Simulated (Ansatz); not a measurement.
# C2H6AlFSi: the cost of one run

Computed with Ansatz 0.2.0. Level: RHF/def2-SVP.

### 1 The system as given

SMILES `FC=[C]([AlH2])[SiH3]`, 11 atoms, charge 0, spin multiplicity 1.

Atoms are counted from 1 here; the program's logs count them from 0.

Bond lengths: F1–C2 1.351 Å, C2–C3 1.350 Å, C2–H6 1.108 Å, C3–Al4 1.948 Å, C3–Si5 1.886 Å, Al4–H7 1.603 Å, Al4–H8 1.597 Å, Si5–H9 1.506 Å, Si5–H10 1.504 Å, Si5–H11 1.505 Å. Angles: F1–C2–C3 123.2°, F1–C2–H6 109.7°, C3–C2–H6 127.1°, C2–C3–Al4 115.6°, C2–C3–Si5 119.2°, Al4–C3–Si5 125.3°, C3–Al4–H7 117.3°, C3–Al4–H8 120.4°, H7–Al4–H8 122.3°, C3–Si5–H9 111.2°, C3–Si5–H10 108.9°, C3–Si5–H11 111.4°, H9–Si5–H10 108.4°, H9–Si5–H11 108.5°, H10–Si5–H11 108.5°.

As a file:

```
F     1.1447    0.3497    2.1907
C     0.1323   -0.2527    1.5299
C    -0.0742   -0.1072    0.2042
Al   -1.5959   -1.0834   -0.5215
Si    1.0939    0.9868   -0.7928
H    -0.4685   -0.8575    2.2370
H    -2.4658   -1.9563    0.5031
H    -1.9403   -1.0024   -2.0793
H     2.4977    0.4423   -0.7755
H     0.6198    1.0307   -2.2194
H     1.1215    2.3930   -0.2559
```

This geometry comes from a loose relaxation at PBE in a small basis, which is not shown.

### 3 The grid

The axes are (1) dihedral Si5–C3–Al4–H7: 18 values from −180 to 160 °, periodic; (2) dihedral F1–C2–C3–Si5: 18 values from −180 to 160 °, periodic.

Nothing else is relaxed (all other coordinates rigid). Energies count from the relaxed molecule at the same level. Points are written as (first, second).

(The set-up runs are not shown.)

### 4 Point (−180°, 0°)

input.yaml

```yaml
crystal:
  periodic: [false, false, false]
  atoms:
    - { symbol: F, position_ang: [1.134053, 0.326179, 2.154372] }
    - { symbol: C, position_ang: [0.139031, -0.258453, 1.50789] }
    - { symbol: C, position_ang: [-0.070568, -0.109434, 0.206572] }
    - { symbol: Al, position_ang: [-1.605136, -1.076617, -0.511893] }
    - { symbol: Si, position_ang: [1.103655, 0.989636, -0.782032] }
    - { symbol: H, position_ang: [-0.447538, -0.853618, 2.199531] }
    - { symbol: H, position_ang: [-2.460096, -1.944331, 0.497048] }
    - { symbol: H, position_ang: [-1.977399, -0.995467, -2.041987] }
    - { symbol: H, position_ang: [2.494497, 0.479468, -0.728974] }
    - { symbol: H, position_ang: [0.666961, 1.000432, -2.199169] }
    - { symbol: H, position_ang: [1.08815, 2.384687, -0.280958] }
basis:
  gaussian: { orbitals: def2-SVP }
hamiltonian:
  xc: hf
output:
  forces: true
```

The run is started by

```bash
> ansatz run input.yaml --threads 1 --pin off --max-ram 2560MiB --backend cpu --events-out ev --progress --plain --runs-dir out
```

Q: Estimate wall time and peak memory on 1 thread of Intel Xeon Platinum 8375C at 2.90GHz (Ice Lake), shared host.

About 2 s, with a peak of 0.2 GiB.
